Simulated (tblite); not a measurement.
# C18H3F27O9S3: the cost of one run

Programs: tblite 0.8.0 and PySCF 2.14.0, with routines of our own; each step states its level. All values are computed. Atoms count from 0.

## Step 1: The system as given

60 atoms, charge 0, multiplicity 1; geometry from: force field, distance geometry or constructed start.

## Step 2: Optimising the geometry with GFN2-xTB

Job settings and geometry (Å):

```
{"job": {"kind": "relax", "xc": "GFN2-xTB", "basis": "xTB"}, "charge": 0, "multiplicity": 1}
O      2.938600    -0.529900    -0.479300
S      3.151000    -1.938800    -0.237900
O      4.156400    -2.390300     0.722500
O      1.711700    -2.603400     0.164000
C      1.137900    -2.219000     1.357600
C      1.509800    -2.864600     2.530300
C      0.908900    -2.505900     3.734700
C     -0.084300    -1.528700     3.759500
C     -0.481600    -0.916900     2.569200
O     -1.490900     0.012900     2.639700
S     -3.017900    -0.490700     2.310200
O     -3.402900    -1.439100     3.344800
O     -3.086600    -0.871900     0.918600
C     -3.860500     1.084700     2.602100
F     -4.216900     1.221000     3.924700
F     -3.039300     2.156400     2.378000
C     -5.093300     1.214200     1.735900
F     -4.766200     1.211100     0.415800
F     -5.637800     2.453800     1.964200
C     -6.139600     0.166900     2.029700
F     -5.673800    -1.075000     1.756200
F     -6.441700     0.164200     3.355900
C     -7.387300     0.443600     1.214100
F     -7.948900     1.635000     1.491800
F     -8.344000    -0.493200     1.447100
F     -7.151500     0.414800    -0.119900
C      0.150400    -1.227000     1.364000
O     -0.191100    -0.657200     0.168100
S     -0.099500     0.968400    -0.022200
O     -1.425800     1.512400     0.222600
O      1.036700     1.468500     0.732200
C      0.235800     0.970500    -1.798200
F     -0.928400     0.950800    -2.523800
F      0.884800    -0.185800    -2.173500
C      1.070800     2.166200    -2.209800
F      2.292400     2.143500    -1.619200
F      1.329400     2.048600    -3.553400
C      0.376900     3.485100    -1.962600
F     -0.853600     3.473400    -2.544300
F      0.144400     3.670200    -0.632100
C      1.215300     4.619600    -2.504900
F      2.441400     4.679300    -1.925400
F      0.620100     5.819800    -2.294100
F      1.411800     4.522400    -3.845600
C      3.368300    -2.785000    -1.806700
F      2.495500    -2.333800    -2.760000
F      3.082500    -4.123500    -1.685500
C      4.792700    -2.642500    -2.306500
F      5.633800    -3.304600    -1.450200
F      4.899600    -3.347900    -3.482400
C      5.338900    -1.258600    -2.539800
F      6.648500    -1.366000    -2.958400
F      5.405100    -0.570000    -1.369100
C      4.557400    -0.469500    -3.587400
F      5.144100     0.723100    -3.850400
F      4.459600    -1.134100    -4.752900
F      3.309800    -0.204700    -3.173500
H      2.278300    -3.632300     2.522500
H      1.206000    -3.000300     4.665900
H     -0.567000    -1.269300     4.698900
```

Started as:

```console
$ OMP_NUM_THREADS=4 python large_run.py task.json out
```

The driver reads the jobs from task.json and runs them one after another.

Q: Estimate the wall time and peak memory of this first job on 4 threads of Arm Neoverse N1, shared host.

About 42 s, with a peak of 0.19 GiB.
